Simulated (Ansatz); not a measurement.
**A single-point run on CoH2Pd**

One self-consistent run on CoH2Pd (a borrowed structure type, volume estimated), nothing relaxed, to see gap or metal, charges, bonding, and the stress on the cell.

All numbers below are computed with Ansatz 0.2.0 (DFT, PBE, no spin polarisation, plane waves, PAW).

### Step 1. The structure

Symmetry: R-3m, No. 166, trigonal system. The conventional cell has a = 2.801 Å, b = 2.801 Å, c = 17.602 Å, α = 90.00°, β = 90.00°, γ = 120.00°. Pd (site symmetry -3m) has 2 H at 1.97 Å as nearest neighbours. Co (site symmetry -3m) is surrounded by 6 H at 1.88 Å. H (site symmetry 3m) is surrounded by 3 Co at 1.88 Å and 1 Pd at 1.97 Å.

As a file:

```cif
data_structure
_symmetry_space_group_name_H-M 'P 1'
_symmetry_Int_Tables_number 1
_cell_length_a 2.8007
_cell_length_b 2.8007
_cell_length_c 6.0860
_cell_angle_alpha 103.303
_cell_angle_beta 103.303
_cell_angle_gamma 60.000
_cell_volume 39.86
loop_
_atom_site_label
_atom_site_type_symbol
_atom_site_fract_x
_atom_site_fract_y
_atom_site_fract_z
_atom_site_occupancy
Pd1 Pd 0.00000 0.00000 0.00000 1
Co1 Co 0.50000 0.50000 0.50000 1
H1 H 0.11215 0.11215 0.33645 1
H2 H 0.88785 0.88785 0.66355 1
```

It is a restart: the density comes from an earlier run on this cell.

### Step 2. The calculation

input.yaml

```yaml
crystal:
  lattice:
    - [1.400353, 2.425481, 0.0]
    - [-1.400353, 2.425481, 0.0]
    - [0.0, -1.616987, 5.867209]
  atoms:
    - { symbol: Pd, position: [0.0, 0.0, 0.0] }
    - { symbol: Co, position: [0.5, 0.5, 0.5] }
    - { symbol: H, position: [0.11215, 0.11215, 0.33645] }
    - { symbol: H, position: [0.88785, 0.88785, 0.66355] }
  symmetry: { tolerance: 0.0003 }
kpoints:
  mp_grid: { grid: [10, 10, 10], shift: [0, 0, 0] }
  band_path:
    path:
      - [0.0, 0.0, 0.0]
      - [0.0, 0.0, 0.5]
      - [0.32067434, -0.32067434, 0.5]
      - [0.32067434, -0.35865132, 0.17932566]
      - [0.5, 0.0, 0.0]
      - [0.0, 0.0, 0.0]
      - [0.33966283, -0.33966283, 0.0]
      - [0.32067434, -0.33966283, 0.33966283]
      - [0.0, -0.5, 0.5]
      - [0.0, 0.0, 0.0]
    npoints: 6
magnetization:
  spin_polarized: false
scf:
  occupations: { method: fermi_dirac, width: 0.0176 }
  lower_state_search: "off"
  max_iter: 200
hamiltonian:
  pseudopotentials: { kind: paw }
  xc: pbe
basis:
  ecutwfc: 420
  fft_grid_basis: typed
output:
  forces: true
  stress: true
  eigenvalues: true
  bader: true
  populations: true
  elf: true
  write_potential: true
  volumetric_format: npy
  dos:
    e_range: [-12, 8]
    de: 0.05
    projected: { site_lists: { Co: [Co], H: [H], Pd: [Pd] } }
checkpoint:
  read: saved_state
```

Standard output:

```text
Warning: checkpoint.read: basis.xc_grid differs: saved 1, current 2 (points along each axis for each point of the dense box; where the key is left out runs that use forces, runs that use the stress, dielectric runs by a finite field, finite-displacement phonons, runs of phonons.displacement_patterns under a GGA or a meta-GGA, phonons by method: dfpt, dielectric runs by the response, runs on support functions, runs on PAW files under a meta-GGA or a hybrid on one, runs at kind: all_electron or under a hybrid on a GGA, runs under a text's formulas of a gradient, and runs on PAW files that evaluate rPW86 or Becke's exchange or LYP's correlation can take a finer level, which can go by the root key accuracy; a number is taken as typed: the saved number, typed, holds this deck to the state's level, where the deck is accepted there); the SCF iterates at this deck's level from the saved density; a trajectory continued from that state goes on on another energy surface; basis.xc_grid: 1, typed and accepted, keeps it on the saved one
Warning: RAYON_NUM_THREADS=1 ignored (pool sized by the plan → 1); use --threads N
Engine: ansatz 0.2.0, x86_64-unknown-linux-gnu
Pseudopotentials: kind: paw
Pseudopotential: Pd, paw, valence charge 18, recommended cutoff 420 eV (normal), Pd.paw.azcp
Pseudopotential: Co, paw, valence charge 17, recommended cutoff 420 eV (normal), Co.paw.azcp
Pseudopotential: H, paw, valence charge 1, recommended cutoff 420 eV (normal), H.paw.azcp
Functional definition: PBE
  parameter kappa = 0.804
  parameter beta = 0.06672455060314922
  exchange = pbe_x(kappa = kappa, mu = beta*pi^2/3)
  correlation = pbe_c(beta = beta)
Crystal: 4 atoms, lattice volume = 39.856 Å³
Basis set: ecut = 420 eV, 787 PW (Γ), exchange–correlation on 40×40×90 points (8 copies of the dense FFT grid, shifted against one another)
Bands: 23, of which v1, the nominal top of the filled ones, is band 19 counted from 1 (18 counted from 0)
Symmetry: 12 space group operations
Space group: R-3m (ITA 166), of the structure as read, at distance tolerance 1.0e-3 Å
k-points: 116 of 1000
Non-local potential: Pd, projectors of the file, l = 0: 2, l = 1: 2, l = 2: 2, l = 3: 1
Non-local potential: Co, projectors of the file, l = 0: 3, l = 1: 2, l = 2: 3, l = 3: 1
Non-local potential: H, projectors of the file, l = 0: 2, l = 1: 1
PAW form: soft (Blöchl's): semilocal exchange-correlation on the pseudo side does not see the compensation charge
PAW one-centre angular grid: Pd, 590 points (default); XC on 64 Gauss nodes
PAW one-centre angular grid: Co, 590 points (default); XC on 64 Gauss nodes
PAW one-centre angular grid: H, 110 points (default); XC on 64 Gauss nodes
Initial density: read from a saved state, or passed on in memory by an earlier SCF of this step, an earlier step, the calling program or the single point that the run made first
Initial wavefunctions: pseudopotential atomic-orbital guess
Functional: x = pbe(κ = 0.804, μ = 0.2195149727645171), c = pbe(β = 0.06672455060314922)
iter 1 solved again at ethr=5.34e-4 eV; its pass at ethr=3.10e-3 eV (dr2=1.98e-1 eV) is discarded
SCF iter   1: F=—  HF=-12129.690601 eV  |F-HF|=—  |Δ(HF+E_count)|=         —  Δρ=1.95e-2  dr2=2.00e-1  ethr=5.34e-4  ⟨swp⟩=1.0  Hψ=13959  notcnv=0
preconditioner: auto → Kerker (q_TF=auto, 2.695 Å⁻¹)  [metal: Δε(μ)=0.000 eV  Ē_g=6.773 eV  σ=0.018 eV  W_gap=0.00  n_scr=16 (ndim 8)  ℏωp=27.0 eV  f_vac=0.000  D(μ)=11.07/eV (n_scr^D=252)]
SCF iter   2: F=—  HF=-12129.687486 eV  |F-HF|=—  |Δ(HF+E_count)|=   3.12e-3  Δρ=6.76e-3  dr2=1.66e-2  ethr=5.34e-4  ⟨swp⟩=1.0  Hψ=2668  notcnv=0
SCF iter   3: F=—  HF=-12129.687685 eV  |F-HF|=—  |Δ(HF+E_count)|=   2.00e-4  Δρ=3.59e-3  dr2=1.51e-3  ethr=4.50e-5  ⟨swp⟩=1.8  Hψ=2889  notcnv=0
SCF iter   4: F=—  HF=-12129.687536 eV  |F-HF|=—  |Δ(HF+E_count)|=   1.49e-4  Δρ=1.40e-3  dr2=1.15e-3  ethr=4.09e-6  ⟨swp⟩=1.0  Hψ=2668  notcnv=0
SCF iter   5: F=—  HF=-12129.687589 eV  |F-HF|=—  |Δ(HF+E_count)|=   5.26e-5  Δρ=5.24e-4  dr2=2.75e-4  ethr=3.11e-6  ⟨swp⟩=1.1  Hψ=2678  notcnv=0
SCF iter   6: F=—  HF=-12129.687586 eV  |F-HF|=—  |Δ(HF+E_count)|=   3.08e-6  Δρ=5.84e-4  dr2=1.77e-4  ethr=7.43e-7  ⟨swp⟩=1.0  Hψ=2668  notcnv=0
SCF iter   7: F=—  HF=-12129.687585 eV  |F-HF|=—  |Δ(HF+E_count)|=   4.92e-7  Δρ=1.56e-4  dr2=1.07e-5  ethr=4.78e-7  ⟨swp⟩=1.0  Hψ=2668  notcnv=0
SCF iter   8: F=—  HF=-12129.687570 eV  |F-HF|=—  |Δ(HF+E_count)|=   1.56e-5  Δρ=8.48e-5  dr2=3.68e-6  ethr=2.88e-8  ⟨swp⟩=1.0  Hψ=2668  notcnv=0
SCF iter   9: F=—  HF=-12129.687570 eV  |F-HF|=—  |Δ(HF+E_count)|=   2.50e-8  Δρ=2.17e-5  dr2=2.47e-7  ethr=9.95e-9  ⟨swp⟩=1.0  Hψ=2668  notcnv=0
SCF iter  10: F=-12129.687570 eV  HF=-12129.687570 eV  |F-HF|=2.75e-8  |Δ(HF+E_count)|=   1.15e-9  Δρ=6.88e-6  dr2=3.08e-8  ethr=2.70e-10  ⟨swp⟩=6.8  Hψ=13669  notcnv=0
SCF 1 converged in 10 iterations: F = -12129.687570 eV  dr2 = 3.08e-8
NSCF: frozen V_eff on 55 k-points
SCF converged after 10 iterations
Free energy (F): -12129.687570 eV
Harris-Foulkes:  -12129.687570 eV  (|F-HF|=2.75e-8)
Internal energy: -12129.677691 eV  (E = F + TS)
E sigma→0 (E₀):  -12129.682630 eV
Entropy (-TS):   -0.009878 eV (-2.470 meV/atom)
Fermi energy:    11.657154 eV
--- Per-component energies (eV) ---
  E_band       = -613.190678
  E_kinetic    = 984.951740
  E_local      = -5811.378979  (includes V_loc(G=0)·N_el)
  E_nonlocal   = 680.654655
  E_hartree    = 2394.761134
  E_xc         = -340.850717
  E_vxc        = -433.624528  (∫ρ·V_xc dr)
  E_paw        = -5268.941664  (= ΣΔE_a)
  E_vpaw       = -823.311835  (= ΣTr[D̂ρ^β])
  E_aug_tail   = -0.001631  (compensation charges beyond the density's cutoff)
  E_ewald      = -4768.872229
  E_smearing   = -0.009878  (= −TS)
  E_closure    = 0.000000  (closes the sum)
  Σ components = -12129.687570   (vs F -12129.687570, Δ=0.00e0)
--- Forces (eV/Å), atoms counted from 1 ---
  atom   1  Pd    -0.00000000    -0.00000000     0.00000000
  atom   2  Co    -0.00000000     0.00000000     0.00000000
  atom   3  H      0.00000000     0.00000001     0.28500430
  atom   4  H      0.00000000    -0.00000001    -0.28500430
  max |Σ_I F_I| component: 5.55e-17 eV/Å
--- Stress (GPa, compression-positive) ---
      -18.771373       0.000000      -0.000000
        0.000000     -18.771373      -0.000000
        0.000000      -0.000000     -23.399469
  P = ⅓ Tr σ = -20.3141 GPa (-203.141 kbar)
--- Band table (eV; the first three rows and the last of 116) ---
  k-point 0: bands = ["-82.6200", "-72.0134", "-46.0453", "-46.0453", "-45.6057", "-37.7118", "-37.6292", "-37.6292", "2.6702", "6.9674", "7.2397", "9.4555", "9.5719", "9.5719", "10.4575", "10.4575", "11.0384", "11.0384", "11.6165", "11.6165", "12.8974", "19.6295", "25.0621"]
  k-point 1: bands = ["-82.6199", "-72.0134", "-46.0453", "-46.0453", "-45.6057", "-37.7118", "-37.6292", "-37.6292", "2.7042", "6.7157", "7.3366", "9.5720", "9.5723", "9.5723", "10.4604", "10.4604", "11.0371", "11.0371", "11.6135", "11.6135", "13.0111", "19.4774", "24.8847"]
  k-point 2: bands = ["-82.6200", "-72.0134", "-46.0453", "-46.0453", "-45.6057", "-37.7118", "-37.6292", "-37.6292", "2.8000", "6.2751", "7.4130", "9.5733", "9.5733", "9.8169", "10.4681", "10.4681", "11.0337", "11.0337", "11.6057", "11.6057", "13.3539", "19.0279", "24.5942"]
  k-point 115: bands = ["-82.6115", "-71.9818", "-46.1012", "-46.0878", "-45.5953", "-37.8319", "-37.7836", "-37.6756", "6.5673", "7.3274", "9.0436", "9.1226", "9.4861", "9.6281", "10.4964", "10.6360", "10.9496", "11.5774", "13.2544", "13.6152", "16.4064", "18.8595", "18.9640"]
--- Löwdin populations: 4 sites ---
  site symbol       q [e]
     0     Pd     17.3773
     1     Co     16.5405
     2      H      1.2955
     3      H      1.2955
  spilling = 0.013276 (of n_electrons = 37.000000)
--- Bader charges: 4 sites ---
  site symbol  charge [e]  shift [e]
     0     Pd      0.0386     0.0008
     1     Co      0.5005     0.0054
     2      H     -0.2695     0.0031
     3      H     -0.2695     0.0031
  estimated error of the sums over rays = 3.0e-4 e
```

It took 24 s on 1 thread of an x86-64 CPU, shared host; peak memory 0.42 GiB.

### Step 3. How far from equilibrium

Sizes of the largest forces and where they point against the nearest neighbour:

```
atom  force (eV/Å)  nearest  distance (Å)             direction
  H4         0.285      Co2          1.88  (others are as near)
  H3         0.285      Co2          1.88  (others are as near)
```

Principal stresses (compression positive): -23.40, -18.77, -18.77 GPa; their mean, the pressure, is -20.31 GPa.

### Step 4. Band structure

From bands.tsv, levels at the corners of the path, in eV from the Fermi level:

```
point  band 18  band 19  band 20  band 21  band 22
    Γ    -0.62    -0.04    -0.04     1.24     7.97
    T    -0.63    -0.07    -0.07     3.20     5.58
   H2    -0.08     1.37     2.40     4.89     5.59
   H0    -0.08     1.37     2.40     4.89     5.59
    L     0.12     0.28     1.99     3.18     5.56
    Γ    -0.62    -0.04    -0.04     1.24     7.97
   S0    -0.08     1.46     2.30     4.83     5.91
   S2    -0.08     1.46     2.30     4.83     5.91
    F     0.12     0.28     1.90     2.99     5.88
    Γ    -0.62    -0.04    -0.04     1.24     7.97
```

The same bands between the corners:

```
distance (1/Å)  band 20  band 21
          0.00    -0.04     1.24
          0.18    -0.05     1.56
          0.36    -0.06     2.45
          0.54    -0.07     3.20
          1.02    -0.13     3.98
          1.49     1.20     4.82
          1.97     2.40     4.89
          2.10     2.32     4.84
          2.22     2.32     4.84
          2.34     2.40     4.89
          2.61     2.02     4.40
          2.88     2.12     3.66
          3.15     1.99     3.18
          3.58     1.31     2.35
          4.02     0.31     1.41
          4.46    -0.04     1.24
          4.96     0.49     1.41
          5.47     1.93     3.48
          5.98     2.30     4.83
          6.10     2.26     4.80
          6.22     2.26     4.80
          6.34     2.30     4.83
          6.58     2.83     4.21
          6.82     2.74     2.96
          7.06     1.90     2.99
          7.51     0.43     3.47
          7.96     0.19     1.59
          8.40    -0.04     1.24
```

### Step 5. Density of states

States per cell by energy window, from dos.tsv and pdos.tsv (tetrahedra; eV from the Fermi level):

| from | to | total | Co d | H s | Pd d |
| --- | --- | --- | --- | --- | --- |
| -8.0 | -7.0 | 0.35 | 0.01 | 0.19 | 0.02 |
| -7.0 | -6.0 | 0.47 | 0.02 | 0.28 | 0.04 |
| -6.0 | -5.0 | 1.51 | 0.27 | 0.90 | 0.21 |
| -5.0 | -4.0 | 1.51 | 0.38 | 0.91 | 0.16 |
| -4.0 | -3.0 | 1.75 | 0.04 | 0.01 | 1.62 |
| -3.0 | -2.0 | 2.63 | 0.27 | 0.04 | 2.26 |
| -2.0 | -1.0 | 5.16 | 2.13 | 0.05 | 2.77 |
| -1.0 | 0.0 | 7.22 | 4.72 | 0.06 | 2.26 |
| 0.0 | 1.0 | 1.88 | 1.23 | 0.16 | 0.36 |
| 1.0 | 2.0 | 0.85 | 0.31 | 0.16 | 0.07 |
| 2.0 | 3.0 | 0.96 | 0.27 | 0.22 | 0.07 |
| 3.0 | 4.0 | 0.82 | 0.12 | 0.13 | 0.04 |
| 4.0 | 5.0 | 0.66 | 0.07 | 0.09 | 0.03 |

### Step 6. Charges

Gathered by element (positive charge: electrons given up): Löwdin charges also hold the electrons that the projection spills.

```
element  atoms  Bader charge (e)  Bader volume (Å³)  Löwdin charge (e)
     Pd      1             +0.04               18.2              +0.62
     Co      1             +0.50               12.4              +0.46
      H      2             -0.27                4.7              -0.29
```

The Löwdin projection spills 1.3 % of the electrons and depends on the orbitals chosen; where it disagrees with Bader's partition, neither is an observable.

### Step 7. Fields in real space

Maps in the plane spanned by a and b at height 0.000 along c (axes of the input's cell), one cell: a runs left to right (8 points from zero), b bottom to top (8 points), 60° apart. Near the nuclei they are pseudo-fields.

Valence density. Ten steps from '0' (0.20 e/Å³) to '9' (13.80 e/Å³), finer at the low end (step k begins (100^(k/10) - 1)/99 of the way up):
```
99730037
67631013
23320000
00100010
20000233
63101367
97300379
99620269
```

ELF. Ten even steps from '0' (0.19) to '9' (0.52):
```
77940049
99940004
14410000
00000000
10000144
94000499
79400497
07910197
```

Atoms within 0.2 Å of the plane, in fractions of a and b: Pd at (0.00, 0.00).

Along short contacts, where the density is least:

| contact | length (Å) | minimum at (fraction) | density (e/Å³) | ELF |
| --- | --- | --- | --- | --- |
| Co2–H3 | 1.880 | 0.60 | 0.374 | 0.26 |
| Pd1–H3 | 1.974 | 0.65 | 0.369 | 0.30 |

### Step 8. Results

| quantity | value |
| --- | --- |
| largest force | 0.285 eV/Å on H |
| pressure | -20.3 GPa |
| formation energy (elements from separate runs) | 0.27 eV/atom |
| character | metal |
| density of states, mean within 0.25 eV of the Fermi level | 6.2 per eV per cell |
| Bader charges | Pd +0.04, Co +0.50, H -0.27 e |

In words: The cell is metallic; within 0.25 eV of the Fermi level the density of states averages 6.2 per eV per cell, mostly Co d (76 %) and Pd d (18 %). The atoms are not at rest: the largest force, 0.29 eV/Å, acts on H. The pressure of -20.3 GPa says the cell is too large, and unequal principal stresses would change its shape. Against the elements' reference phases (Pd fcc, Co hcp, H2 molecule; separate runs with the same functional) the formation energy is 0.27 eV per atom, so at this geometry and without moments it is not bound against them.

Caveats: no spin polarisation, so a magnetic state may lie lower.
